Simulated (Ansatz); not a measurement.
# GaGe in Ansatz: the effect of functional

GaGe:

```
Ge Ga
1.0
     0.00000    2.93598    2.93598
     2.93598    0.00000    2.93598
     2.93598    2.93598    0.00000
Ge Ga
1 1
Direct
  0.00000 0.00000 0.00000
  0.25000 0.25000 0.25000
```

The cell comes from a database or a generator and needn't be the stable form of this composition.

The cell isn't the ideal one: volume scaled by 1.04.

Alike in all runs:

| Quantity | Value |
| --- | --- |
| Program | Ansatz 0.2.0 |
| Task | single point |
| Potentials or basis | Ansatz PAW |
| k mesh | 8 × 8 × 8 |
| Occupations | fermi-dirac, width 0.05 eV |
| Spin | no spin polarisation |

| functional | cutoff | pressure (GPa) |
| --- | --- | --- |
| LDA | 420 eV (not typed: the program's choice for these potentials) | ? |
| PBEsol | 420 eV (not typed: the program's choice for these potentials) | -4.0 |
| r2SCAN | 500 eV (not typed: the program's choice for these potentials) | -3.9 |

Q: What does the run with functional LDA give?

A: Pressure -5.5 GPa.

Caveats: the PAW data sets come from PBE, with cores solved anew for the run's functional, which leaves a small shift of forces and pressure.
